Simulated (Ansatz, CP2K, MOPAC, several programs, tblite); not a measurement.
Energy against volume for K2IBr, ordered on the rocksalt lattice (R-3m) with 4 atoms a cell, at fixed shape and fractional coordinates, computed by several methods (PBE and r2SCAN, where shown, with plane waves in Ansatz); the cell shown is that of r2SCAN. With free coordinates or axes held, a curve is too stiff, and on another method's shape its minimum isn't the method's own volume. It is trigonal, R-3m (No. 166); conventional cell a = 4.837 Å, c = 23.760 Å, 40.11 Å³ an atom. Br is surrounded by 6 K at 3.34 Å; I is surrounded by 6 K at 3.51 Å; K is surrounded by 3 Br at 3.34 Å and 3 I at 3.51 Å. Spin-unpolarised throughout. Whether this structure exists isn't addressed. Energies count from each curve's lowest point; fits are third-order Birch-Murnaghan.

```cif
data_structure
_symmetry_space_group_name_H-M 'R-3m:H'
_symmetry_Int_Tables_number 166
_cell_length_a 4.8365
_cell_length_b 4.8365
_cell_length_c 23.7597
_cell_angle_alpha 90.000
_cell_angle_beta 90.000
_cell_angle_gamma 120.000
_cell_volume 481.33
loop_
_atom_site_label
_atom_site_type_symbol
_atom_site_symmetry_multiplicity
_atom_site_Wyckoff_symbol
_atom_site_fract_x
_atom_site_fract_y
_atom_site_fract_z
_atom_site_occupancy
Br1 Br 3 a 0.00000 0.00000 0.00000 1
I1 I 3 b 0.66667 0.33333 0.83333 1
K1 K 6 c 0.33333 0.66667 0.92256 1
```

PM7 (MOPAC), on the shape of the cell shown, as a cluster of 48 atoms at the zone centre:
```csv
V (Å³/atom),E (meV/atom)
35.297,233.26
37.704,117.23
40.111,43.08
42.517,5.68
44.924,0.00
```
The fit gives a pressure derivative B′ of 2.0, outside the usual 2 to 7: a trait of the method or a rough curve, so no modulus is quoted.

r2SCAN, on the shape of its own relaxed cell:
```
V (Å³/atom)  E (meV/atom)
     37.704          7.55
     38.907          1.87
     40.111          0.00
     41.314          1.32
     42.517          5.31
```
V₀ = 40.18 Å³ an atom and B₀ = 14 GPa.

PBE, on the shape of its own relaxed cell:
```tsv
V (Å³/atom)	E (meV/atom)
39.291	6.53
40.545	1.59
41.799	0.00
43.053	1.23
44.307	4.83
```
V₀ = 41.84 Å³ an atom and B₀ = 12 GPa.

Task: GFN2-xTB (tblite), on the shape of the cell shown, as a cluster of 48 atoms at the zone centre, gives

| V (Å³/atom) | E (meV/atom) |
| --- | --- |
| 35.297 | 66.39 |
| 37.704 | 30.23 |
| 40.111 | 10.37 |
| 42.517 | 1.53 |
| 44.924 | 0.00 |

What equilibrium volume and bulk modulus follow?

Result: V₀ = 44.32 Å³ an atom and B₀ = 7 GPa. The lowest point lies at an end of the range, so the fit is barely bracketed.

PBE/SZV (CP2K), on the shape of the cell shown:
```csv
V (Å³/atom),E (meV/atom)
35.297,96.69
37.704,41.41
40.111,11.58
42.517,0.00
44.924,1.59
```
V₀ = 43.35 Å³ an atom and B₀ = 14 GPa.
